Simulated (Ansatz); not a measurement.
# C₂H₂AlFO: up Jacob's ladder to CCSD(T)

An exercise on one series of results from a longer session: the logs are not shown, and one member is left open.

Computed with Ansatz 0.2.0, Gaussian basis. Level: functionals in def2-TZVPP, the program's frozen cores in correlated methods.

The runs, in order: LDA (SPW92), PBE-D4, revPBE-D4, BLYP-D4, r2SCAN-D4, B97M-V, PBE0-D4, B3LYP-D4, r2SCANh-D4, r2SCAN0-D4, HSE06-D4, BHLYP-D4, CAM-B3LYP-D4, LC-ωPBE, ωB97X-V, ωB97M-V, B2PLYP, PBE-QIDH; CCSD(T)/def2-SVP; CCSD(T)/def2-TZVPP; MP2/def2-QZVPP; extrapolation to the limit; RPA on PBE.

## Structure used throughout

An earlier PBE0-D4 in a triple-zeta def2 set relaxation fixed the geometry.

SMILES `[OH][Al]1[CH]=[C]1F`, 7 atoms, charge 0, spin multiplicity 1.

Atoms are counted from 1 here; the program's logs count them from 0.

Bond lengths: O1–Al2 1.677 Å, O1–H6 0.955 Å, Al2–C3 1.855 Å, Al2–C4 1.849 Å, C3–C4 1.363 Å, C3–H7 1.087 Å, C4–F5 1.330 Å. Angles: Al2–O1–H6 127.0°, O1–Al2–C3 155.7°, O1–Al2–C4 161.2°, C3–Al2–C4 43.2°, Al2–C3–C4 68.2°, Al2–C3–H7 163.5°, C4–C3–H7 128.3°, Al2–C4–C3 68.6°, Al2–C4–F5 164.9°, C3–C4–F5 126.5°.

Set-up of the first run:

Input file in.yaml:

```yaml
crystal:
  periodic: [false, false, false]
  atoms:
    - {symbol: O, position_ang: [-1.648670, 0.256299, 1.673761]}
    - {symbol: Al, position_ang: [-0.473248, 0.024069, 0.499868]}
    - {symbol: C, position_ang: [0.784112, -0.939307, -0.465521]}
    - {symbol: C, position_ang: [0.696158, 0.351425, -0.894851]}
    - {symbol: F, position_ang: [1.398344, 0.907634, -1.878278]}
    - {symbol: H, position_ang: [-2.123908, 1.063468, 1.858500]}
    - {symbol: H, position_ang: [1.428512, -1.731588, -0.839081]}
basis:
  gaussian: {orbitals: def2-TZVPP}
hamiltonian: {xc: lda}
output: {orbitals: {seedname: orbitals}}
```

On the command line:

```bash
$ ansatz run in.yaml --threads 2 --pin off --events-out ev --progress --plain --max-ram 4352MiB
```

Among the steps run: LDA; PBE-D4 (GGA); revPBE-D4 (GGA); BLYP-D4 (GGA); r2SCAN-D4 (meta-GGA); B97M-V (meta-GGA); PBE0-D4 (hybrid); B3LYP-D4 (hybrid); r2SCANh-D4 (hybrid); r2SCAN0-D4 (hybrid); HSE06-D4 (hybrid); BHLYP-D4 (hybrid); CAM-B3LYP-D4 (range-separated); LC-ωPBE (range-separated); ωB97X-V (range-separated); ωB97M-V (range-separated); B2PLYP (double hybrid); PBE-QIDH (double hybrid).

One of the session's tables, all rows but one given; the rest of the session is left out.

It belongs to the step «Frontier levels by functional». 

```
  functional  HOMO (eV)  gap (eV)
 LDA (SPW92)      -6.19      4.05
      PBE-D4      -6.05      4.14
   revPBE-D4      -5.99      4.20
     BLYP-D4      -5.95      4.08
   r2SCAN-D4          ?         ?
      B97M-V      -6.40      4.68
     PBE0-D4      -7.36      6.26
    B3LYP-D4      -7.16      5.77
  r2SCANh-D4      -6.79      5.57
  r2SCAN0-D4      -7.53      6.69
    HSE06-D4      -6.95      5.49
    BHLYP-D4      -8.61      8.24
CAM-B3LYP-D4      -8.76      8.54
     LC-ωPBE     -10.05     11.08
     ωB97X-V      -9.73     10.59
     ωB97M-V      -9.58     10.12
```

Estimate the missing values for r2SCAN-D4.

Worked estimate for «HOMO (eV)». Against the share of exact exchange, r2SCANh-D4 (0.1, -6.79), r2SCAN0-D4 (0.25, -7.53) give a slope of -4.93 per unit share; at 0 the line stands at -6.30.

**Answer.** HOMO (eV): -6.31; gap (eV): 4.82. In «HOMO (eV)» the line misses by +0.01.
